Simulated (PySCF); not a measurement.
# SiTe⁺ at other levels of theory

What do other methods print for SiTe⁺ when all else stays?

Method: each script names its method and basis; program: PySCF 2.14.0.

### Step 1. Where the work starts

SiTe⁺: 2 atoms, charge 1, spin multiplicity 2.

Bond lengths: Si1–Te2 2.282 Å.

### Step 2. Base script

Input file input.py:

```python
from pyscf import gto, dft

mol = gto.M(
    atom='Si 0 0 0; Te 0 0 2.282',
    basis='crenbl',
    ecp={'Si': 'crenbl', 'Te': 'crenbl'},
    charge=1,
    spin=1,
    verbose=3,
)
mf = dft.UKS(mol, xc='b3lyp5')
mf.kernel()
mf.dip_moment()
print('orbital energies (hartree):', [e[max(0, n-3):n+3].round(4) for e, n in zip(mf.mo_energy, mol.nelec)])
```

Started as:

```bash
$ OMP_NUM_THREADS=1 python input.py
```

The log of this run is left out.

It gives: E(SCF) = -99.727042 Eh, ⟨S²⟩ = 0.766.

The bond length is a typed value, not an optimised one. The dipole of an ion depends on the origin.

### Step 3. Wb97

Run 1 changes functional: b3lyp5 → wb97.

Input file input.py:

```python
from pyscf import gto, dft

mol = gto.M(
    atom='Si 0 0 0; Te 0 0 2.282',
    basis='crenbl',
    ecp={'Si': 'crenbl', 'Te': 'crenbl'},
    charge=1,
    spin=1,
    verbose=3,
)
mf = dft.UKS(mol, xc='wb97')
mf.kernel()
mf.dip_moment()
print('orbital energies (hartree):', [e[max(0, n-3):n+3].round(4) for e, n in zip(mf.mo_energy, mol.nelec)])
```

Started as:

```bash
$ OMP_NUM_THREADS=1 python input.py
```

### Step 4. MP2 (UHF)

Run 2 changes step after the SCF: none → mp2; SCF type: UKS → UHF; functional: b3lyp5 → none (Hartree–Fock).

Changes to input.py since step 2:

```diff
@@ -1,2 +1,2 @@
-from pyscf import gto, dft
+from pyscf import gto, scf, mp
 
@@ -10,4 +10,5 @@
 )
-mf = dft.UKS(mol, xc='b3lyp5')
+mf = scf.UHF(mol)
 mf.kernel()
+mp.MP2(mf).kernel()
 mf.dip_moment()
```

### Step 5. Polarisability

Run 3 changes step after the SCF: none → polarizability.

Changes to input.py since step 2:

```diff
@@ -1,2 +1,3 @@
 from pyscf import gto, dft
+from pyscf.prop.polarizability import uhf as pol
 
@@ -12,2 +13,4 @@
 mf.kernel()
+print('polarizability (a.u.)')
+print(pol.Polarizability(mf).polarizability().round(4))
 mf.dip_moment()
```

### Step 6. Pw91

Run 4 changes functional: b3lyp5 → pw91.

Changes to input.py since step 2:

```diff
@@ -10,3 +10,3 @@
 )
-mf = dft.UKS(mol, xc='b3lyp5')
+mf = dft.UKS(mol, xc='pw91')
 mf.kernel()
```

**Question.** What will these runs give? Wanted: for each run, E(SCF); from base; after the SCF.

As calculated:

```tsv
run	E(SCF) (hartree)	from base (eV)	after the SCF
base	-99.727042	0	n/a
wb97	-99.963731	not comparable	n/a
MP2 (UHF)	-97.737088	not comparable	MP2 correlation -7.610 eV
polarisability	-99.727042	0.0000	mean α 109.8 bohr³
pw91	-100.131643	not comparable	n/a
```

**Reading.** A lower total energy from another functional means nothing by itself.
